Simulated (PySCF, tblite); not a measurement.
# FH3SSi2 (triplet), a cluster model of a defect: EPR parameters

Aim: the EPR parameters of `F[Si]S[SiH3]`. It is drawn as: twofold Si.

Programs: tblite 0.8.0 and PySCF 2.14.0. All values are calculated, for the isolated system unless a continuum is named. Atoms count from 0, parts from 1.

## Step 1: The system as given

7 atoms, charge 0, multiplicity 3; geometry: distance geometry start.

## Step 2: Geometry optimisation with GFN2-xTB

What the job is given:

```
{"job": {"kind": "relax", "xc": "GFN2-xTB", "basis": "xTB"}, "charge": 0, "multiplicity": 3}
Si     2.323081     0.515123     0.152468
F      3.319039    -0.795529     0.474073
S      0.629638     0.069017    -1.049374
Si    -1.216749     0.064233    -0.022567
H     -1.831208     1.403048    -0.087891
H     -1.105906    -0.419461     1.373289
H     -2.150203    -0.798146    -0.810476
```

Level: GFN2-xTB geometry optimisation, gas phase.

Command:

```sh
OMP_NUM_THREADS=1 python cluster_run.py task.json out
```

The driver reads the jobs from task.json and runs them one after another.

**Question.** The jobs that follow are: PBE0-D3(BJ)/def2-SVP geometry optimisation, gas phase; UKS B3LYP, IGLO-III on F S Si, pcH-1 on H, non-relativistic, mean-field spin-orbit, GIAO; UKS BHandHLYP, IGLO-III on F S Si, pcH-1 on H, non-relativistic, mean-field spin-orbit, GIAO. Predict: point group; rotational constants (main isotopes); D, E (B3LYP); g(iso) (B3LYP); ⟨S²⟩; largest a(iso).

**Answer**, as computed:

| quantity | value |
| --- | --- |
| point group | C1 |
| rotational constants (main isotopes) | 6.69, 1.79, 1.56 GHz |
| D, E (B3LYP) | -0.498, -0.069 cm⁻¹ |
| g(iso) (B3LYP) | 2.00207 |
| ⟨S²⟩ | 2.004 (exact 2.00) |
| largest a(iso) | 29Si on Si0, -690.0 MHz |

Over 5 steps the energy fell by 0.207 eV; of the close pairs, Si0–S2 changed most, 2.215 to 2.126 Å (PBE0/def2-SVP). Most of the unpaired spin sits on Si0 (1.62 e). The isotropic g lies 0.2 ppt below the free-electron value. The coupling of 29Si on Si0 runs from -733.0 (BHandHLYP/IGLO-III+pcH-1) to -690.0 MHz (B3LYP/IGLO-III+pcH-1). The triplet was assumed; the singlet may lie lower.
